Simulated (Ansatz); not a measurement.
Here is an Ansatz 0.2.0 calculation.

Contents of input.yaml:

```yaml
crystal:
  lattice:
    - [3.53145, 0.0, 0.0]
    - [0.0, 3.53145, 0.0]
    - [0.0, 0.0, 3.53145]
  atoms:
    - { symbol: Eu, position: [0.5, 0.5, 0.5], spin: 7.0 }
    - { symbol: Mo, position: [0.0, 0.0, 0.0], spin: 1.0 }
hamiltonian:
  xc: r2scan
  pseudopotentials: { kind: paw }
magnetization:
  spin_polarized: true
kpoints:
  mp_grid: { grid: [6, 6, 6] }
scf:
  occupations: { method: fermi_dirac, width: 0.05 }
output:
  forces: true
  stress: true
  eigenvalues: true
```

Potentials or basis: Ansatz PAW.

Command:

```console
$ ansatz run input.yaml --threads 2 --pin off --max-ram 5632MiB --backend cpu --events-out ev --progress --plain --runs-dir out
```

Problem. What does it give for the site moments?

Solution. Eu +6.49; Mo -2.24 μB.

Problem. Estimate the absolute moment.

Solution. 9.10 μB per cell.

Caveat: the magnetic or orbital state may not be the lowest; spin-orbit coupling is left out, which moves the levels of the heavy elements; without U or exact exchange the open f shell lies at the Fermi level, which spoils levels, moments and volumes; the starting moments weren't kept. The state reached can hang on the start; a lower one may exist.
